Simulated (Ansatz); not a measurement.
**Zr (hcp type): how the settings move a single-point run**

Question: which choices in the input matter for Zr (hcp type)?

Method: reference: DFT, LDA, PAW with Ansatz's default frozen-core files, scalar-relativistic, in Ansatz 0.2.0.

1 further run of the same task is left out (it didn't finish). Runs told in other sessions of the task aren't counted.

### 1 The starting structure

The structure is hexagonal, space group P6_3/mmc (No. 194). Conventional cell: a = 2.292 Å, b = 2.292 Å, c = 3.831 Å, α = 90.00°, β = 90.00°, γ = 120.00°. Around Zr (site symmetry -6m2) lie 12 Zr at 2.29 to 2.33 Å.

Structure file:

```cif
data_structure
_symmetry_space_group_name_H-M 'P6_3/mmc'
_symmetry_Int_Tables_number 194
_cell_length_a 2.2924
_cell_length_b 2.2924
_cell_length_c 3.8308
_cell_angle_alpha 90.000
_cell_angle_beta 90.000
_cell_angle_gamma 120.000
_cell_volume 17.43
loop_
_atom_site_label
_atom_site_type_symbol
_atom_site_symmetry_multiplicity
_atom_site_Wyckoff_symbol
_atom_site_fract_x
_atom_site_fract_y
_atom_site_fract_z
_atom_site_occupancy
Zr1 Zr 2 c 0.33333 0.66667 0.25000 1
```

### 2 The reference run

input.yaml

```yaml
crystal:
  lattice:
    - [2.292445417, 0.0, 0.0]
    - [-1.1462227085, 1.9853159679, 0.0]
    - [0.0, 0.0, 3.8308221853]
  atoms:
    - { symbol: Zr, position: [0.3333333333, 0.6666666667, 0.25] }
    - { symbol: Zr, position: [0.6666666667, 0.3333333333, 0.75] }
kpoints:
  mp_grid: { grid: [14, 14, 8] }
  band_path:
    path:
      - [0.0, 0.0, 0.0]
      - [0.5, 0.0, 0.0]
      - [0.3333333333, 0.3333333333, 0.0]
      - [0.0, 0.0, 0.0]
      - [0.0, 0.0, 0.5]
      - [0.5, 0.0, 0.5]
      - [0.3333333333, 0.3333333333, 0.5]
      - [0.0, 0.0, 0.5]
      - [0.5, 0.0, 0.5]
    npoints: 8
scf:
  occupations: { method: fermi_dirac, width: 0.1 }
hamiltonian:
  xc: lda
  pseudopotentials: { kind: paw }
output:
  forces: true
  stress: true
  eigenvalues: true
  populations: true
  dos: { projected: true, de: 0.2, e_range: [-14, 8] }
```

Started as:

```bash
> ansatz run input.yaml --threads 1 --pin off --max-ram 2048MiB --backend cpu --events-out ev --progress --plain --runs-dir out
```

### 3 Variant: ecutwfc 600 eV

Changes to input.yaml since step 2:

```diff
@@ -32,2 +32,3 @@
   populations: true
-  dos: { projected: true, de: 0.2, e_range: [-14, 8] }
+basis:
+  ecutwfc: "600 eV"
```

### 4 Changed: mp_grid.grid [18, 18, 10], mp_grid.shift [0.5, 0.5, 0.5]

Changes to input.yaml since step 2:

```diff
@@ -9,3 +9,3 @@
 kpoints:
-  mp_grid: { grid: [14, 14, 8] }
+  mp_grid: { grid: [18, 18, 10], shift: [0.5, 0.5, 0.5] }
   band_path:
@@ -32,2 +32,5 @@
   populations: true
-  dos: { projected: true, de: 0.2, e_range: [-14, 8] }
+  write_density: true
+  write_potential: true
+  elf: true
+  volumetric_format: npy
```

**Question.** What will these runs give? Wanted: for each run, ending; energy change; pressure; gap; force.

**Answer**, as computed:

```tsv
run	ending	energy change	pressure (GPa)	gap (eV)	force (eV/Å)	cycles	time
reference	converged	0	455.6	0.00	0.00	6	4 s
1: ecutwfc 600 eV	converged	-3.2 meV/atom	455.5	0.00	0.00	6	5.3 s
2: mp_grid.grid [18, 18, 10], mp_grid.shift [0.5, 0.5, 0.5]	converged	+1.8 meV/atom	456.7	0.00	0.02	6	14 s
```

Times don't compare one to one where runs were asked for different outputs or read a saved state (see the inputs); cycles may leave out searches for a lower state.

Residual by cycle in the longest SCF loop of each run; runs are numbered as in the table. The quantity is the density residual dr2, in eV.

```tsv
cycle	reference	run 1	run 2
1	9.63	9.64	9.62
2	2.88	2.88	2.88
3	0.00555	0.00553	0.00558
4	7.6e-5	7.2e-5	8.9e-5
5	3.6e-7	3.9e-7	6.4e-7
6	7.9e-9	6.6e-9	3.8e-8
```

What this shows: Of the converged runs whose energies compare with the reference's, «ecutwfc 600 eV» moves the energy most (-3.2 meV/atom) and «mp_grid.grid [18, 18, 10], mp_grid.shift [0.5, 0.5, 0.5]» least (+1.8 meV/atom). The structure is not at rest: the sound run finds 456 GPa, so these are no properties of the relaxed crystal. 
